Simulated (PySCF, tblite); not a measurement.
**C4H10O2SSi2: geometry, infrared bands and NMR shifts**

Wanted: the infrared bands and NMR shifts of C4H10O2SSi2 (`O=C1C[SiH2]O[C@@H](S[SiH3])C1`), by calculation.

Computed with tblite 0.8.0 and PySCF 2.14.0, with density-fitted response routines of our own, on a single molecule in the gas phase. Atoms are numbered from 0 throughout.

## 1. The molecule as given

19 atoms, charge 0, multiplicity 1; geometry from: force field or distance geometry start.

Bonds of the start (Å): O0–C1 1.24, C1–C2 1.47, C2–Si3 1.86, Si3–O4 1.74, O4–C5 1.42, C5–S6 1.78, S6–Si7 2.14, C5–C8 1.51, C8–C1 1.50, C2–H9 1.11, C2–H10 1.12, Si3–H11 1.46, Si3–H12 1.47, C5–H13 1.10, Si7–H14 1.48, Si7–H15 1.47, Si7–H16 1.47, C8–H17 1.12, C8–H18 1.08.

## 2. Optimising the geometry with GFN2-xTB

Job settings and geometry (Å):

```
{"job": {"kind": "relax", "xc": "GFN2-xTB", "basis": "xTB"}, "charge": 0, "multiplicity": 1}
O     -2.115100    -2.177800    -0.870600
C     -1.591900    -1.112100    -0.521700
C     -2.452400     0.013400    -0.117800
Si    -1.545500     1.569900     0.342100
O      0.123100     1.113900     0.480200
C      0.324400     0.374400    -0.717800
S      2.010600     0.582800    -1.258700
Si     3.495800    -0.278500     0.023200
C     -0.090800    -1.057600    -0.498300
H     -3.140500     0.261200    -0.959100
H     -3.108200    -0.245400     0.749300
H     -1.633000     2.471100    -0.808500
H     -2.064900     2.178400     1.579400
H     -0.343200     0.828100    -1.469500
H      4.239200    -1.235300    -0.830400
H      2.937500    -0.906700     1.234800
H      4.443500     0.782900     0.376000
H      0.205900    -1.387500     0.526800
H      0.295700    -1.765700    -1.221600
```

Run with:

```
$ OMP_NUM_THREADS=1 python probes_run.py task.json out
```

One launch serves the whole session: the jobs run in the order shown.

**Question.** This job is followed by: GFN2-xTB harmonic vibrations, gas phase; GIAO PBE0/pcSseg-1 NMR shielding, non-relativistic, gas phase. Predict these results of the whole session: strongest single infrared mode (GFN2-xTB); zero-point energy (GFN2-xTB); ¹³C shifts against TMS (PBE0/pcSseg-1); ¹H shifts against TMS (PBE0/pcSseg-1, means over atoms taken as alike); ¹⁷O shifts against H2O (PBE0/pcSseg-1); ²⁹Si shifts against TMS (PBE0/pcSseg-1); ³³S shifts against CS2 (PBE0/pcSseg-1).

As calculated:

| quantity | value |
| --- | --- |
| strongest single infrared mode (GFN2-xTB) | 1755 cm⁻¹, 441 km/mol |
| zero-point energy (GFN2-xTB) | 80.9 kcal/mol |
| ¹³C shifts against TMS (PBE0/pcSseg-1) | 206.9, 83.3, 61.4, 38.3 ppm |
| ¹H shifts against TMS (PBE0/pcSseg-1, means over atoms taken as alike) | 5.24, 5.19, 5.05, 4.54, 3.01, 2.71, 2.41, 2.05 ppm |
| ¹⁷O shifts against H2O (PBE0/pcSseg-1) | 671.7, 73.4 ppm |
| ²⁹Si shifts against TMS (PBE0/pcSseg-1) | -9.7, -68.2 ppm |
| ³³S shifts against CS2 (PBE0/pcSseg-1) | -65 ppm |

What this shows: Over 175 steps the energy fell by 1.230 eV; of the close pairs, Si3–O4 changed most, 1.735 to 1.633 Å. All 51 modes are real, so the xTB geometry is a minimum. The strongest single mode, at 1755 cm⁻¹, moves mainly C1 and O0. Unscaled tight-binding wavenumbers are off by several per cent, some by more. Its intensities can rank the bands wrongly. The most deshielded carbon is C1 (ketone carbonyl carbon), at 206.9 ppm: the double bond to the heteroatom, with no lone-pair donor beside it, deshields it most. H13 (hydrogen on an sp3 CH bonded to O and S) lies farthest downfield among hydrogen, at 5.24 ppm; its carbon carries O, which withdraws density. At PBE0/pcSseg-1: The largest span, 1238 ppm, is at O0, where the paramagnetic term is -731 ppm.
